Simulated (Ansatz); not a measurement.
**CH2GaNO: one species, many methods**

One table from this session's results is given with a row withheld; the runs are named, their logs left out.

Program: Ansatz 0.2.0, Gaussian basis. Level of theory: functionals in def2-TZVPP, the program's frozen cores in correlated methods. These are calculated values, not measurements.

Plan: LDA (SPW92), PBE-D4, revPBE-D4, BLYP-D4, r2SCAN-D4, B97M-V, PBE0-D4, B3LYP-D4, r2SCANh-D4, r2SCAN0-D4, HSE06-D4, BHLYP-D4, CAM-B3LYP-D4, LC-ωPBE, ωB97X-V, ωB97M-V, B2PLYP, PBE-QIDH; CCSD(T)/def2-SVP; CCSD(T)/def2-TZVPP; MP2/def2-QZVPP; extrapolation to the limit; RPA on PBE.

**The relaxed structure**

All runs share one geometry, relaxed beforehand with PBE0-D4 in a triple-zeta def2 set.

6 atoms, charge 0, spin multiplicity 1.

Atoms are counted from 1 here; the program's logs count them from 0.

Bond lengths: N1–C2 1.158 Å, C2–O3 1.271 Å, O3–Ga4 1.846 Å, Ga4–H5 1.548 Å, Ga4–H6 1.545 Å. Angles: N1–C2–O3 178.8°, C2–O3–Ga4 123.7°, O3–Ga4–H5 113.3°, O3–Ga4–H6 108.8°, H5–Ga4–H6 137.9°.

Set-up of the first run:

in.yaml reads:

```yaml
crystal:
  periodic: [false, false, false]
  atoms:
    - {symbol: N, position_ang: [1.613525, -2.038059, 0.199124]}
    - {symbol: C, position_ang: [0.882534, -1.194340, 0.505838]}
    - {symbol: O, position_ang: [0.082266, -0.275895, 0.867796]}
    - {symbol: Ga, position_ang: [-0.696644, 0.922925, -0.300423]}
    - {symbol: H, position_ang: [-0.278998, 0.701107, -1.773949]}
    - {symbol: H, position_ang: [-1.602703, 1.884272, 0.501614]}
basis:
  gaussian: {orbitals: def2-TZVPP}
hamiltonian: {xc: lda}
output: {orbitals: {seedname: orbitals}}
```

On the command line:

```bash
> ansatz run in.yaml --threads 2 --pin off --events-out ev --progress --plain --max-ram 4352MiB
```

Steps of the session up to this table: LDA; PBE-D4 (GGA); revPBE-D4 (GGA); BLYP-D4 (GGA); r2SCAN-D4 (meta-GGA); B97M-V (meta-GGA); PBE0-D4 (hybrid); B3LYP-D4 (hybrid); r2SCANh-D4 (hybrid); r2SCAN0-D4 (hybrid); HSE06-D4 (hybrid); BHLYP-D4 (hybrid); CAM-B3LYP-D4 (range-separated); LC-ωPBE (range-separated); ωB97X-V (range-separated); ωB97M-V (range-separated); B2PLYP (double hybrid); PBE-QIDH (double hybrid).

One table of the session follows, with a row left open; its other results are not shown here.

It belongs to the step «Frontier levels by functional». 

```
  functional  HOMO (eV)  LUMO (eV)  gap (eV)
 LDA (SPW92)      -7.14      -3.47      3.67
      PBE-D4      -6.89      -3.19      3.69
   revPBE-D4      -6.80      -3.08      3.72
     BLYP-D4      -6.76      -3.16      3.59
   r2SCAN-D4      -7.14      -2.91      4.22
      B97M-V      -7.14      -3.15      4.00
     PBE0-D4      -8.22      -2.39      5.83
    B3LYP-D4      -7.99      -2.70      5.29
  r2SCANh-D4      -7.64      -2.63      5.01
  r2SCAN0-D4      -8.41      -2.22      6.19
    HSE06-D4      -7.81      -2.76      5.06
    BHLYP-D4      -9.47      -1.68      7.79
CAM-B3LYP-D4      -9.64      -1.53      8.12
     LC-ωPBE     -11.04      -0.29     10.76
     ωB97X-V          ?          ?         ?
     ωB97M-V     -10.52      -0.67      9.85
```

Q: Estimate the row for ωB97X-V from the others.

**Answer.** HOMO (eV): -10.63; LUMO (eV): -0.44; gap (eV): 10.19. In the column «HOMO (eV)» it lies between LC-ωPBE (-11.04) and ωB97M-V (-10.52).
